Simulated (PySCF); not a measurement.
**ErF3(H2O): other functionals and bases at one geometry**

One table from this session's results is given with a row withheld; the runs are named, their logs left out.

Computed with PySCF 2.14.0. Level: several levels, as the steps say, no spin–orbit coupling.

1 further run of the same task is left out (for a known fault of the program).

## The system as given

7 atoms, charge 0, spin multiplicity 1.

Bond lengths: Er1–F2 2.006 Å, Er1–F3 2.002 Å, Er1–F4 2.006 Å, Er1–O5 2.371 Å, O5–H6 0.966 Å, O5–H7 0.966 Å. Angles: F2–Er1–F3 115.9°, F2–Er1–F4 119.0°, F2–Er1–O5 99.2°, F3–Er1–F4 115.9°, F3–Er1–O5 102.2°, F4–Er1–O5 99.2°, Er1–O5–H6 126.4°, Er1–O5–H7 126.4°, H6–O5–H7 107.2°.

As a file:

```mol
ErF3H2O
  3D, bonds by distance, orders not assigned

  7  6  0  0  0  0  0  0  0  0999 V2000
    0.0780   -0.0815    0.0815 Er  0  0
    1.0546    1.3440    1.1006 F   0  0
   -1.2889   -1.1158    1.1158 F   0  0
    1.0546   -1.1006   -1.3440 F   0  0
   -1.2721    1.2964   -1.2964 O   0  0
   -1.6086    2.1738   -1.0746 H   0  0
   -1.6086    1.0746   -2.1738 H   0  0
  1  2  8  0
  1  3  8  0
  1  4  8  0
  1  5  8  0
  5  6  8  0
  5  7  8  0
M  END
```

Formal oxidation states: Er +3. Each metal's 11 4f electrons lie in its core potential, so multiplicities, spins and levels count the valence alone. An earlier session relaxed this geometry at PBE0, Er lcecp-1-SVP with ECP57, F def2-SVP, O def2-SVP, H def2-SVP (singlet, point group Cs).

At PBE0 on the finer grid: E = -413.829250 Eh, HOMO -9.57 eV, LUMO -1.13 eV, Mulliken charge on Er1 +1.18 e, largest force component 0.022 eV/Å. 

Levels to run: HF; TPSSh; PBE0, TZVP. Hardware: 2 threads of Arm Neoverse V1, shared host.

Set-up of the first run:

Input file run.py (the lines that set the calculation):

```python
mol = gto.M(atom='''
Er     0.07804    -0.08149     0.08149
F      1.05461     1.34400     1.10060
F     -1.28893    -1.11579     1.11579
F      1.05461    -1.10060    -1.34400
O     -1.27206     1.29639    -1.29639
H     -1.60861     2.17376    -1.07459
H     -1.60861     1.07459    -2.17376''',
    basis={'Er': 'lcecp-1-SVP', 'F': 'def2-SVP', 'O': 'def2-SVP', 'H': 'def2-SVP'},
    ecp={'Er': 'lcecp-1-SVP'},
    charge=0, spin=0)
mf = scf.RHF(mol)
mf = mf.density_fit()  # fitting sets: Er AutoAux, F def2-universal-JKFIT, O def2-universal-JKFIT, H def2-universal-JKFIT
mf.conv_tol = 1e-08; mf.max_cycle = 55
mf.kernel(dm0)  # dm0: the density of the relaxed state
```

On the command line:

```sh
$ OMP_NUM_THREADS=2 python run.py
```

Among the steps run: HF; TPSSh; PBE0, TZVP.

One of the session's tables, all rows but one given; the rest of the session is left out.

```
              level  HOMO (eV)  gap (eV)  charge on Er1 (e)  dipole (D)  largest force component (eV/Å)
PBE0 (relaxed here)      -9.57      8.44               1.18        6.68                            0.02
                 HF          ?         ?                  ?           ?                               ?
              TPSSh      -8.46      7.06               1.13        6.62                            0.25
         PBE0, TZVP      -9.76      8.35               1.63        6.69                            0.22
```

Estimate the missing values for HF.

The run gave: HOMO (eV): -14.80; gap (eV): 16.06; charge on Er1 (e): 1.70; dipole (D): 7.03; largest force component (eV/Å): 0.78. In the column «HOMO (eV)» it is the lowest.

In one basis the HOMO–LUMO gap runs from 7.06 eV (TPSSh) to 16.06 eV (HF). The largest leftover force, 0.78 eV/Å with HF, stands at a geometry relaxed at another level. With 4f in the core, its levels are missing from HOMO and gap, and its count is fixed, so no charge can pass from the ligands into it. Total energies of different levels can't be compared.
